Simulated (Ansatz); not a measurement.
# SrO: further runs on the relaxed cell

An exercise on one series of results from a longer session: the logs are not shown, and one member is left open.

The COD entry's cell or inner coordinates are ideal or old and differ from later refinements, so a difference from it is no clean test against experiment.

Program: Ansatz 0.2.0. Level of theory: DFT r2SCAN, scalar-relativistic, plane waves, PAW. These are calculated values, not measurements.

1 further run of the same task is left out (set aside as unsound or not needed).

### The structure to begin with

Symmetry: Fm-3m, No. 225, cubic system. Conventional cell: a = 5.161 Å, b = 5.161 Å, c = 5.161 Å, α = 90.00°, β = 90.00°, γ = 90.00°. Around Sr (site symmetry m-3m) lie 6 O at 2.58 Å. O (site symmetry m-3m) is surrounded by 6 Sr at 2.58 Å.

Structure file:

```cif
data_structure
_symmetry_space_group_name_H-M 'Fm-3m'
_symmetry_Int_Tables_number 225
_cell_length_a 5.1606
_cell_length_b 5.1606
_cell_length_c 5.1606
_cell_angle_alpha 90.000
_cell_angle_beta 90.000
_cell_angle_gamma 90.000
_cell_volume 137.44
loop_
_atom_site_label
_atom_site_type_symbol
_atom_site_symmetry_multiplicity
_atom_site_Wyckoff_symbol
_atom_site_fract_x
_atom_site_fract_y
_atom_site_fract_z
_atom_site_occupancy
Sr1 Sr 4 b 0.50000 0.00000 0.00000 1
O1 O 4 a 0.00000 0.00000 0.00000 1
```

This cell was relaxed beforehand with the same method: volume 17.18 Å³/atom, gap on the mesh 3.80 eV.

Set-up of the first run:

File input.yaml:

```yaml
crystal:
  lattice:
    - [0.0, 2.5803128213, 2.5803128213]
    - [2.5803128213, 0.0, 2.5803128213]
    - [2.5803128213, 2.5803128213, 0.0]
  atoms:
    - { symbol: Sr, position: [0.5, 0.5, 0.5] }
    - { symbol: O, position: [0.0, 0.0, 0.0] }
basis:
  ecutwfc: 500
kpoints:
  mp_grid: { grid: [8, 8, 8] }
  band_path:
    path:
      - [[0.0, 0.0, 0.0], [0.5, 0.0, 0.5], [0.625, 0.25, 0.625]]
      - [[0.375, 0.375, 0.75], [0.0, 0.0, 0.0], [0.5, 0.5, 0.5], [0.5, 0.25, 0.75], [0.5, 0.0, 0.5]]
    npoints: 14
hamiltonian:
  xc: r2scan
scf:
  occupations: { method: gaussian, width: 0.02 }
  n_extra_bands: 6
output:
  forces: true
  stress: true
  eigenvalues: true
  populations: true
  dos: { projected: true, de: 0.02, nscf_kmesh: { grid: [12, 12, 12] } }
  bader: true
```

Run with:

```sh
$ ansatz run input.yaml --threads 1 --pin off --max-ram 2560MiB --backend cpu --events-out ev --progress --plain --runs-dir out
```

Steps of the session up to this table: Electronic structure at the relaxed geometry; Seeking the band edges over the whole zone; Levels beside the edges; The cell as listed, for comparison; Dielectric function, independent particles; Volume × 0.97; The cell scaled to 1.03 of its volume; The cell scaled to 0.94 of its volume; Volume × 1.06; Point at V/V0 = 0.91; Volume × 1.10; Volume × 0.88.

One table of the session follows, with a row left open; its other results are not shown here.

It belongs to the step «Energy against volume». 

```
volume (Å³/atom)  energy above the lowest point (meV/atom)  pressure (GPa)  gap on the mesh (eV)
          15.118                                      90.5           15.85                  3.68
          15.634                                      47.7           10.84                  3.74
          16.149                                      19.9            6.60                  3.77
          16.664                                       4.6            3.00                  3.79
          17.180                                       0.0           -0.04                  3.80
          17.695                                       4.4           -2.63                  3.81
          18.211                                         ?               ?                     ?
          18.898                                      42.5           -7.24                  3.81
```

Estimate the missing values for volume (Å³/atom) = 18.211.

Worked estimate for «energy above the lowest point (meV/atom)». A straight line through the neighbours (17.695, 4.4) and (18.898, 42.5) gives 4.4 + (42.5 − 4.4) × (18.211 − 17.695) / (18.898 − 17.695) = 20.7; a parabola fitted to 3 rows on both sides gives 16.0.

**Answer.** energy above the lowest point (meV/atom): 16.5; pressure (GPa): -4.82; gap on the mesh (eV): 3.81. In «energy above the lowest point (meV/atom)» the line misses by +4.2 and the parabola by -0.5.
